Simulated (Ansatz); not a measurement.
**C₂H₅AlCl₂: basis-set convergence**

An exercise on one series of results from a longer session: the logs are not shown, and one member is left open.

Computed with Ansatz 0.2.0, Gaussian basis. Level: one geometry, several basis sets.

The runs, in order: PBE0-D4/def2-SVP; ωB97M-V/def2-SVP; PBE0-D4/def2-QZVPP; ωB97M-V/def2-QZVPP; the functionals' def2-TZVPP values are taken from earlier runs.

**The geometry**

The geometry comes from an earlier relaxation with PBE0-D4 in a triple-zeta def2 set; it is a stationary point, not always the lowest conformer.

SMILES `C[CH2][Al]([Cl])[Cl]`, 10 atoms, charge 0, spin multiplicity 1.

Atoms are counted from 1 here; the program's logs count them from 0.

Bond lengths: C1–C2 1.527 Å, C1–H6 1.093 Å, C1–H7 1.092 Å, C1–H8 1.092 Å, C2–Al3 1.939 Å, C2–H9 1.097 Å, C2–H10 1.097 Å, Al3–Cl4 2.092 Å, Al3–Cl5 2.091 Å. Angles: C2–C1–H6 111.5°, C2–C1–H7 111.7°, C2–C1–H8 111.7°, H6–C1–H7 107.4°, H6–C1–H8 107.4°, H7–C1–H8 106.8°, C1–C2–Al3 115.9°, C1–C2–H9 110.9°, C1–C2–H10 110.9°, Al3–C2–H9 107.0°, Al3–C2–H10 106.9°, H9–C2–H10 104.6°, C2–Al3–Cl4 121.8°, C2–Al3–Cl5 121.4°, Cl4–Al3–Cl5 116.8°.

The first run:

in.yaml reads:

```yaml
crystal:
  periodic: [false, false, false]
  atoms:
    - {symbol: C, position_ang: [-0.310495, -1.047293, 0.828237]}
    - {symbol: C, position_ang: [0.357852, 0.288015, 0.507359]}
    - {symbol: Al, position_ang: [0.109083, 0.948617, -1.298913]}
    - {symbol: Cl, position_ang: [-1.001005, -0.114726, -2.717976]}
    - {symbol: Cl, position_ang: [0.943056, 2.763495, -1.919317]}
    - {symbol: H, position_ang: [-0.120726, -1.351555, 1.861231]}
    - {symbol: H, position_ang: [0.052134, -1.847577, 0.179204]}
    - {symbol: H, position_ang: [-1.393582, -0.999814, 0.694571]}
    - {symbol: H, position_ang: [0.006912, 1.074414, 1.187101]}
    - {symbol: H, position_ang: [1.439872, 0.235323, 0.681403]}
basis:
  gaussian: {orbitals: def2-SVP}
hamiltonian: {xc: pbe0, dispersion: d4}
output: {orbitals: {seedname: orbitals}}
```

Command:

```
> ansatz run in.yaml --threads 4 --pin off --events-out ev --progress --plain --max-ram 10444MiB
```

Among the steps run: PBE0-D4 in def2-SVP; ωB97M-V in def2-SVP; PBE0-D4 in def2-QZVPP; ωB97M-V in def2-QZVPP.

One table of the session follows, with a row left open; its other results are not shown here.

```
functional       basis  HOMO (eV)
   PBE0-D4    def2-SVP      -8.26
   PBE0-D4  def2-TZVPP          ?
   PBE0-D4  def2-QZVPP      -8.32
   ωB97M-V    def2-SVP     -10.43
   ωB97M-V  def2-TZVPP     -10.50
   ωB97M-V  def2-QZVPP     -10.52
```

Q: Estimate the row for PBE0-D4, def2-TZVPP from the others.

As computed: HOMO (eV): -8.31. In the column «HOMO (eV)» it lies between PBE0-D4, def2-QZVPP (-8.32) and PBE0-D4, def2-SVP (-8.26).
